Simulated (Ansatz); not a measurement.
# Sr7NaTi8O23: the cost of one run

All numbers are computed with Ansatz 0.2.0 (PAW, plane waves).

### Step 1. The system as built

39 atoms (7 Sr, 1 Na, 8 Ti, 23 O); a = 7.783 Å, b = 7.783 Å, c = 7.783 Å, α = 90.00°, β = 90.00°, γ = 90.00°. All atoms were shaken off their sites by about 0.02 Å along each axis. Defect site 1: (0.500, 0.500, 0.500). Defect site 2: (0.250, 0.250, 0.500).

Steps to follow: (2) PBEsol relaxation at the single k point (¼, ¼, ¼), on 1 × NVIDIA H100 80GB HBM3 with 2 threads of AMD EPYC 7R13; (3) HSE06 single point at the single k point (¼, ¼, ¼), on 1 × NVIDIA H100 80GB HBM3 with 2 threads of AMD EPYC 7R13.

### Step 2. Relaxing the atoms with PBEsol

in.yaml

```yaml
crystal:
  lattice:
    - [7.782821, 0.000000, 0.000000]
    - [0.000000, 7.782821, 0.000000]
    - [0.000000, 0.000000, 7.782821]
  atoms:
    - { symbol: Sr, position: [0.000476, 0.995787, 0.998931] }
    - { symbol: Sr, position: [0.000126, 0.999833, 0.500376] }
    - { symbol: Sr, position: [0.999437, 0.497158, 0.000495] }
    - { symbol: Sr, position: [0.003177, 0.500685, 0.499459] }
    - { symbol: Sr, position: [0.502774, 0.001712, 0.002469] }
    - { symbol: Sr, position: [0.500380, 0.001409, 0.497498] }
    - { symbol: Sr, position: [0.498934, 0.496355, 0.001582] }
    - { symbol: Na, position: [0.500817, 0.497973, 0.499362] }
    - { symbol: Ti, position: [0.251340, 0.245267, 0.247581] }
    - { symbol: Ti, position: [0.248995, 0.247839, 0.750788] }
    - { symbol: Ti, position: [0.250972, 0.752121, 0.250397] }
    - { symbol: Ti, position: [0.246193, 0.751131, 0.748231] }
    - { symbol: Ti, position: [0.754021, 0.246081, 0.247288] }
    - { symbol: Ti, position: [0.751308, 0.248465, 0.748891] }
    - { symbol: Ti, position: [0.746742, 0.750995, 0.252913] }
    - { symbol: Ti, position: [0.751484, 0.752037, 0.746333] }
    - { symbol: O, position: [0.246361, 0.251003, 0.999563] }
    - { symbol: O, position: [0.247269, 0.753184, 0.999819] }
    - { symbol: O, position: [0.248619, 0.753402, 0.496864] }
    - { symbol: O, position: [0.749825, 0.249342, 0.001230] }
    - { symbol: O, position: [0.749874, 0.248950, 0.496750] }
    - { symbol: O, position: [0.756800, 0.750949, 0.000455] }
    - { symbol: O, position: [0.747790, 0.752507, 0.502622] }
    - { symbol: O, position: [0.002391, 0.250773, 0.255951] }
    - { symbol: O, position: [0.996655, 0.252512, 0.752660] }
    - { symbol: O, position: [0.998581, 0.748968, 0.252007] }
    - { symbol: O, position: [0.999090, 0.749473, 0.751457] }
    - { symbol: O, position: [0.504723, 0.247027, 0.252106] }
    - { symbol: O, position: [0.501198, 0.251262, 0.748992] }
    - { symbol: O, position: [0.497615, 0.747977, 0.247215] }
    - { symbol: O, position: [0.497656, 0.753103, 0.747406] }
    - { symbol: O, position: [0.248243, 0.997047, 0.248380] }
    - { symbol: O, position: [0.251047, 0.993517, 0.750974] }
    - { symbol: O, position: [0.248874, 0.497036, 0.250672] }
    - { symbol: O, position: [0.251398, 0.494410, 0.746977] }
    - { symbol: O, position: [0.754465, 0.997813, 0.247079] }
    - { symbol: O, position: [0.752268, 0.001285, 0.748313] }
    - { symbol: O, position: [0.746384, 0.499670, 0.249677] }
    - { symbol: O, position: [0.748037, 0.500678, 0.750313] }
  symmetry: { detect: false }
kpoints:
  mp_grid: { grid: [1, 1, 1], shift: [0.25, 0.25, 0.25] }
hamiltonian:
  xc: pbesol
total_charge: 1
scf:
  occupations: { method: fermi_dirac, width: 0.01 }
relax:
  f_tol: 0.03
  max_steps: 80
  escape_saddle: false
  adjacent_minimum: "off"
output:
  forces: true
  eigenvalues: true
  populations: true
  charged_corrections: { epsilon: 300 }
```

The run is started by

```console
$ ansatz run in.yaml --threads 2 --pin off --max-ram 30400MiB --runs-dir r --events-out ev --progress --plain --backend cuda --devices 0, --max-vram 18GiB
```

Q: Estimate wall time and peak memory on 1 × NVIDIA H100 80GB HBM3 with 2 threads of AMD EPYC 7R13, shared host.

About 64 s, with a peak of 1.2 GiB on the host.
